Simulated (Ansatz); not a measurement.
I need the interaction energy of a dimer with the counterpoise correction of H2. Use the Ansatz DFT code, driven from Python. Settings (for the species named): CCSD(T), cc-pVDZ basis, multiplicity 1.

```xyz
2

H     0.3326   -0.1033    0.1724
H    -0.3326    0.1033   -0.1724
```

`dimer_h2.py`:
```python
"""Binding of a H2 dimer at a trial geometry."""

import ansatz as az
import numpy as np

FIRST = [
    ("H", (0.3326, -0.1033, 0.1724)),
    ("H", (-0.3326, 0.1033, -0.1724)),
]
SECOND = [
    ("H", (-1.7458, -1.8237, -0.7025)),
    ("H", (-1.5632, -1.0697, -0.6536)),
]

def energy(atoms, ghosts=()):
    molecule = az.Crystal.molecule()
    for symbol, xyz in atoms:
        molecule = molecule.atom(symbol, xyz)
    calc = (
        molecule.calculation()
        .basis(gaussian="cc-pVDZ")
        .correlation("CCSD(T)")
    )
    deck = calc.input()
    if ghosts:
        deck = deck.set(az.key.basis.gaussian.ghost_atoms, [{"symbol": s, "position_ang": list(xyz)} for s, xyz in ghosts])
    return az.Session.from_dict(deck).plan().execute().report["free_energy_ev"]

# monomers in their own basis and in the basis of the dimer
direction = np.array([-0.7193, -0.629, -0.2948])
print("shift (A)   counterpoise-corrected interaction (kcal/mol)")
for shift in (-0.3, 0.0, 0.4, 1.0, 2.0):
    moved = [(s, tuple(np.round(np.array(xyz) + shift * direction, 4))) for s, xyz in SECOND]
    gain = energy(FIRST + moved) - energy(FIRST, moved) - energy(moved, FIRST)
    print(f"{shift:8.2f} {23.060548 * gain:14.3f}")
```

`python dimer_h2.py` gives:
```text
shift (A)   counterpoise-corrected interaction (kcal/mol)
   -0.30          9.172
    0.00          3.550
    0.40          0.943
    1.00          0.095
    2.00         -0.004
```

The dimer is a generated trial pose of unrelaxed monomers, not a minimum, so the figure is no binding energy, and the basis set is small. Run time: 1.4 s on 1 thread of Intel(R) Xeon(R) Platinum 8488C (Sapphire Rapids), with other jobs on the host, peak memory 0.15 GiB.

(Lines on the test bed's own set-up are left out of the output.)
